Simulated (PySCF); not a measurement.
# Cl4Zr: the cost of one run

Program: PySCF 2.14.0. Level of theory: levels as typed in each script, gas phase, geometry from GFN2-xTB. These are calculated values, not measurements.

**1. The starting structure**

SMILES `Cl[Zr](Cl)(Cl)Cl`, 5 atoms, charge 0, spin multiplicity 1.

Bond lengths: Cl1–Zr2 2.250 Å, Zr2–Cl3 2.252 Å, Zr2–Cl4 2.252 Å, Zr2–Cl5 2.251 Å. Angles: Cl1–Zr2–Cl3 109.5°, Cl1–Zr2–Cl4 109.5°, Cl1–Zr2–Cl5 109.5°, Cl3–Zr2–Cl4 109.4°, Cl3–Zr2–Cl5 109.5°, Cl4–Zr2–Cl5 109.5°.

Coordinates:

```
Cl   -1.27325    1.29961   -1.32538
Zr   -0.00076    0.00012   -0.00036
Cl    1.27407    1.29930    1.32618
Cl    1.32746   -1.29937   -1.27249
Cl   -1.32649   -1.29981    1.27254
```

**2. Density, bond paths and surface potential (PBE0/def2-tzvp)**

File input.py:

```python
import numpy as np
from pyscf import gto, scf, dft
from pyscf.scf import atom_ks, atom_hf
from scipy.linalg import block_diag

def solve(mol, dm0=None, hcore=None):
    mf = (dft.UKS if mol.spin else dft.RKS)(mol, xc='pbe0')
    mf.grids.level = 3
    mf = mf.density_fit(auxbasis='def2-universal-jkfit')
    mf.conv_tol, mf.max_cycle = 1e-8, 80
    if hcore is not None:
        mf.get_hcore = lambda *args: hcore
    mf.kernel(dm0)
    if not mf.converged:
        mf = mf.newton().run(mf.mo_coeff, mf.mo_occ, max_cycle=30)
    assert mf.converged, 'SCF not converged'
    return mf

mol = gto.M(atom='''
Cl    -1.27325     1.29961    -1.32538
Zr    -0.00076     0.00012    -0.00036
Cl     1.27407     1.29930     1.32618
Cl     1.32746    -1.29937    -1.27249
Cl    -1.32649    -1.29981     1.27254
''', basis='def2-tzvp', ecp={'Zr': 'def2-tzvp'}, charge=0, spin=0, verbose=4)
mf = solve(mol)
mf.analyze()
# spherically averaged free atoms, for the promolecule
atom_ks.AtomSphAverageRKS.init_guess_by_vsap = lambda self, mol=None: self.init_guess_by_minao(mol)  # core potentials
atm = atom_ks.get_atm_nrks(mol, xc='pbe0')
pro = block_diag(*[(atm[a[0]][2] * atm[a[0]][3]) @ atm[a[0]][2].T for a in mol._atom])
np.savez('result.npz', e=mf.e_tot, c=mf.mo_coeff, occ=mf.mo_occ, eps=mf.mo_energy, pro=pro, dip=mf.dip_moment(verbose=0), s2=mf.spin_square()[0])
```

The run is started by

```
> OMP_NUM_THREADS=1 python input.py
```

Q: Estimate wall time and peak memory on 1 thread of AMD EPYC, shared host.

About 31 s, with a peak of 0.72 GiB.
